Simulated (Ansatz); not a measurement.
# GaH3O2S, SMILES [OH][Ga]([OH])[SH]: a rigid scan of one bond length

Program: Ansatz 0.2.0, Python API.

`scan_gah3o2s.py`:
```python
'''Stretching a bond of GaH3O2S, the rest held rigid.'''

import warnings

import ansatz
import numpy as np

warnings.simplefilter('ignore', ansatz.DeckWarning)

gah3o2s = (
    ansatz.Crystal.molecule()
    .atom('O', [-1.2165, -1.306, -0.4962])
    .atom('Ga', [0.0905, -0.5424, 0.369])
    .atom('O', [0.7437, -0.1295, 1.6094])
    .atom('S', [1.481, 0.3322, -1.5671])
    .atom('H', [-1.7005, -0.3942, -0.3667])
    .atom('H', [0.1617, 0.6609, 1.5959])
    .atom('H', [0.5013, 1.311, -1.19])
)

symbols = [site.symbol for site in gah3o2s.cartesian_sites]
start = np.array([site.position_ang for site in gah3o2s.cartesian_sites])
axis = (start[6] - start[3]) / np.linalg.norm(start[6] - start[3])
moving = [6]
lengths, energies = [1.263, 1.32, 1.378, 1.435, 1.493, 1.55, 1.608, 1.694], []
for length in lengths:
    xyz = start.copy()
    xyz[moving] += (length - np.linalg.norm(start[6] - start[3])) * axis
    point = ansatz.Crystal.molecule()
    for symbol, place in zip(symbols, xyz):
        point = point.atom(symbol, place.tolist())
    job = point.calculation().basis(gaussian='def2-SVP').functional('r2scan')
    r = job.run(threads=1).report
    energies.append(r['free_energy_ev'])
    print(f'r = {length:6.3f} A  E = {energies[-1]:.5f} eV  <S^2> = {abs(r["mean_field"]["state"]["spin_squared"]):.3f}')

# quartic fit about the minimum
fit = np.polynomial.Polynomial.fit(lengths, np.array(energies) - min(energies), 4).convert()
roots = [r.real for r in fit.deriv().roots() if abs(r.imag) < 1e-9 and fit.deriv(2)(r.real) > 0]
r_e = min(roots, key=lambda r: abs(r - lengths[int(np.argmin(energies))]))
print(f'minimum of the fit at {r_e:.4f} A, force constant {fit.deriv(2)(r_e):.2f} eV/A^2')
```

```console
$ python scan_gah3o2s.py
r =  1.263 A  E = -67337.49369 eV  <S^2> = 0.000
r =  1.320 A  E = -67337.61345 eV  <S^2> = 0.000
r =  1.378 A  E = -67337.63324 eV  <S^2> = 0.000
r =  1.435 A  E = -67337.57866 eV  <S^2> = 0.000
r =  1.493 A  E = -67337.46846 eV  <S^2> = 0.000
r =  1.550 A  E = -67337.32194 eV  <S^2> = 0.000
r =  1.608 A  E = -67337.14610 eV  <S^2> = 0.000
r =  1.694 A  E = -67336.85515 eV  <S^2> = 0.000
minimum of the fit at 1.3622 A, force constant 24.58 eV/A^2
```

Reading the output:
- Total energies depend on the basis set; only differences at equal settings carry meaning.
- The rest of the molecule is held rigid at a force-field or estimated start geometry, and the basis set is modest; single-reference methods fail as a bond breaks.
- The orbitals are restricted, so S² is zero by construction.
- Finished in 43 s on 1 thread of Arm Neoverse V2 (shared host), peak memory 0.22 GiB.
